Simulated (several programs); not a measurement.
RbAgBr2 (ordering on rocksalt) from semi-empirical methods to plane-wave DFT

RbAgBr2 as one 4-atom ordering (R-3m) on the rocksalt lattice, relaxed with r2SCAN in Ansatz, was computed with several methods. It is trigonal, R-3m (No. 166); a = 4.441 Å, c = 21.960 Å in the conventional setting, 31.26 Å³ an atom. Rb has 6 Br at 3.37 Å; Ag has 6 Br at 2.95 Å; Br has 3 Ag at 2.95 Å and 3 Rb at 3.37 Å. No spin polarisation and no zero-point or thermal motion; the cell was built from a prototype and may be hypothetical.

```yaml
crystal:
  lattice:
    - [2.22068, 1.28211, 7.31998]
    - [-2.22068, 1.28211, 7.31998]
    - [0.00000, -2.56422, 7.31998]
  atoms:
    - { symbol: Rb, position: [0.00000, 0.00000, 0.00000] }
    - { symbol: Ag, position: [0.50000, 0.50000, 0.50000] }
    - { symbol: Br, position: [0.23351, 0.23351, 0.23351] }
    - { symbol: Br, position: [0.76649, 0.76649, 0.76649] }
```

Gaps and times are for a single point on this cell; volume and bulk modulus come from each method's own relaxation or energy curve at fixed shape, which is too stiff where a cell has free coordinates or axes. Times are rough, from shared hosts (Arm Neoverse N1; Arm Neoverse V1), and each method has its own mesh and cell size. A double dagger marks a value from a curve with shape and coordinates held. PM6 (MOPAC), PM7 (MOPAC), GFN1-xTB (tblite), GFN2-xTB (tblite) treat a cluster of cells at its zone centre, which samples few k points: where these miss a band edge, the gap comes out too large for that reason alone. Gaps from k meshes are read at a limited set of points (mesh, symmetry points, PBE's band edges), so each method's own least gap may be somewhat smaller. xTB and the PM methods were fitted mostly to molecules, and can miss a solid's gap by electronvolts. Minimal bases can be far off for gaps. Times of the plane-wave ladder aren't listed, since it ran on unlike processors and cards. GLLB-SC's gap includes the derivative discontinuity. d marks a direct gap, i an indirect one (no mark: not told apart), a dash a value that wasn't computed or didn't pass its checks.

| method | kind | gap (eV) | own volume (Å³/atom) | bulk modulus (GPa) | atoms computed | processor time |
| --- | --- | --- | --- | --- | --- | --- |
| light PBE (260 eV and a coarse mesh) | light plane-wave | 2.25 i | – | – | 4 | 2 s |
| PBE | semilocal | 2.19 i | 32.34 | 22‡ | 4 | – |
| GFN2-xTB (tblite) | tight binding | 3.73 | 31.68‡ | 23‡ | cluster | 11 s |
| GFN1-xTB (tblite) | tight binding | 1.66 | 29.39‡ | 40‡ | cluster | 11 s |
| r2SCAN | semilocal | 2.75 i | 31.26 | 26‡ | 4 | – |
| PM7 (MOPAC) | semi-empirical | 1.70 | – | – | cluster | 25 s |
| PM6 (MOPAC) | semi-empirical | 3.10 | – | – | cluster | 25 s |
| PBE/single zeta (GPAW) | small basis | 1.55 i | – | – | 4 | 26 s |
| PBE/SZV (CP2K) | small basis | 1.53 i | – | – | 4 | 35 s |
| PBE/DZVP (CP2K) | small basis | 2.22 i | 32.86‡ | 22‡ | 4 | 75 s |
| PBE+SOC | semilocal | 2.11 i | – | – | 4 | – |
| GLLB-SC (GPAW) | model potential | 4.48 | – | – | 4 | 2.3 min |
| HSE06 | hybrid | 3.55 i | – | – | 4 | – |
| PBE0 | hybrid | 4.24 i | – | – | 4 | – |

Against HSE06 (3.55 eV) and with closed or daggered gaps left aside, the nearest gap at the points sampled is that of GFN2-xTB (tblite) (+0.18 eV) and the farthest that of PBE/SZV (CP2K) (-2.02 eV). HSE06 is only a yardstick of convenience, and nearness to it can be luck.

Volumes against r2SCAN's: PBE +3.5 %.

Only the rows marked +SOC include spin-orbit coupling.
